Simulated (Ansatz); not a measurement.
# C2H6AlS: the cost of one run

Computed with the Python package of Ansatz 0.2.0. Level of theory: MP2/cc-pVTZ.

## 1. The system

Bond lengths: C1–Al2 2.039 Å, Al2–S3 2.305 Å, S3–C4 1.820 Å, C1–H5 1.153 Å, C1–H6 1.075 Å, C1–H7 1.066 Å, C4–H8 1.144 Å, C4–H9 1.124 Å, C4–H10 1.046 Å. Angles: C1–Al2–S3 120.5°, Al2–C1–H5 105.5°, Al2–C1–H6 107.8°, Al2–C1–H7 108.9°, H5–C1–H6 109.7°, H5–C1–H7 109.7°, H6–C1–H7 114.8°, Al2–S3–C4 91.7°, S3–C4–H8 105.4°, S3–C4–H9 109.8°, S3–C4–H10 112.0°, H8–C4–H9 105.6°, H8–C4–H10 107.3°, H9–C4–H10 116.0°.

Input file c2h6als.xyz:

```xyz
10

C     1.91380   -1.07910    0.20290
Al    0.48170   -0.11840    1.29180
S    -1.74850   -0.35580    0.75790
C    -1.68060    1.05900   -0.38550
H     1.79390   -0.68920   -0.87600
H     2.87360   -0.78580    0.58930
H     1.72290   -2.12780    0.23020
H    -2.74010    1.16240   -0.80390
H    -1.49070    2.00480    0.19130
H    -1.04280    0.87870   -1.19490
```

## 2. The code

The input, c2h6als_tae.py:

```python
"""Atomisation energy of C2H6AlS at the given geometry."""

from collections import Counter

import ansatz as az


def energy_of(molecule, charge=0, unpaired=0):
    calc = molecule.calculation().basis(gaussian="cc-pVTZ").correlation("mp2")
    if charge:
        calc = calc.charge(charge)
    if unpaired:
        calc = calc.spin("collinear", total=unpaired)
    report = calc.run(threads=1).report
    if report["published_state_doubts"]:
        print("  doubts:", report["published_state_doubts"])
    return report["free_energy_ev"]


def main() -> None:
    c2h6als = az.Crystal.molecule_from_extxyz("c2h6als.xyz")

    # unpaired electrons of the ground-state atoms
    unpaired = {"C": 2, "Al": 1, "S": 2, "H": 1}
    counts = Counter(site.symbol for site in c2h6als.cartesian_sites)
    atom_energy = {s: energy_of(az.Crystal.molecule().atom(s, (0, 0, 0)), 0, unpaired[s]) for s in counts}
    whole = energy_of(c2h6als, 0, 1)
    for s, e in atom_energy.items():
        print(f"{s:2s} x{counts[s]}  {e:14.5f} eV")
    print(f"C2H6AlS: {whole:.5f} eV")
    split = sum(counts[s] * e for s, e in atom_energy.items()) - whole
    print(f"atomisation energy (no zero-point term): {96.485332 * split:.1f} kJ/mol, {split / sum(counts.values()):.3f} eV an atom")


if __name__ == "__main__":
    main()
```

## 3. The calls as engine input

The package turns the script's settings into the engine's input (first run):

```yaml
crystal:
  periodic: [false, false, false]
  atoms:
    - { symbol: C, position_ang: [0.0, 0.0, 0.0] }
basis:
  gaussian:
    orbitals: cc-pVTZ
magnetization:
  spin_polarized: true
  initial_magnetization: 2.0
correlation:
  method: mp2
```

## 4. The run

The run is started by

```
> python c2h6als_tae.py
```

Q: Estimate wall time and peak memory on 1 thread of Arm Neoverse V2, shared host.

About 9.9 s, with a peak of 0.54 GiB.
